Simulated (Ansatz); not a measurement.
# Cl3HSi: a nudged elastic band in two tries

The task is a band of images between two relaxed ends.

All numbers below are computed with Ansatz 0.2.0 (RKS BHLYP-D4/def2-SVP).

## 1. Starting point

Bond lengths: Si1–H2 1.462 Å, Si1–Cl3 2.040 Å, Si1–Cl4 2.041 Å, Si1–Cl5 2.041 Å. Angles: H2–Si1–Cl3 109.7°, H2–Si1–Cl4 109.7°, H2–Si1–Cl5 109.7°, Cl3–Si1–Cl4 109.2°, Cl3–Si1–Cl5 109.2°, Cl4–Si1–Cl5 109.2°.

Structure file:

```xyz
5

Si    0.1641    0.0000    0.2495
H    -0.0785    0.0000    1.6910
Cl    2.1724    0.0000   -0.1106
Cl   -0.6686    1.6635   -0.5890
Cl   -0.6686   -1.6635   -0.5890
```

## 2. First attempt

input.yaml

```yaml
crystal:
  periodic: [false, false, false]
  atoms:
    - { symbol: Si, position_ang: [0.16408, 0.0, 0.249493] }
    - { symbol: H, position_ang: [-0.078506, 0.0, 1.690976] }
    - { symbol: Cl, position_ang: [2.17241, 0.0, -0.110599] }
    - { symbol: Cl, position_ang: [-0.668642, 1.663458, -0.589036] }
    - { symbol: Cl, position_ang: [-0.668642, -1.663458, -0.589036] }
basis:
  gaussian: { orbitals: def2-SVP }
hamiltonian:
  xc: { name: BHLYP }
  dispersion: d4
neb:
  order_check: false
  images: 6
  f_tol: 0.03
  max_iterations: 8
  climbing: false
  final_atoms:
    - { symbol: Si, position_ang: [0.16408, 0.0, 0.249493] }
    - { symbol: H, position_ang: [-0.078506, 0.0, 1.690976] }
    - { symbol: Cl, position_ang: [2.17241, 0.0, -0.110599] }
    - { symbol: Cl, position_ang: [-0.668642, 1.663458, -0.589036] }
    - { symbol: Cl, position_ang: [-0.668642, -1.663458, -0.589036] }
  initial_path: idpp
```

On the command line:

```console
> ansatz run input.yaml --threads 1 --pin off --max-ram 2048MiB --backend cpu --events-out ev --progress --plain --runs-dir out
```

**Question.** What will these runs give? Wanted: first try.

As calculated:

| quantity | value |
| --- | --- |
| first try | refused |
| cause | both ends are the same geometry, so there is no path |

What this shows: The fault in the first input was caught at the input check and cost nothing.
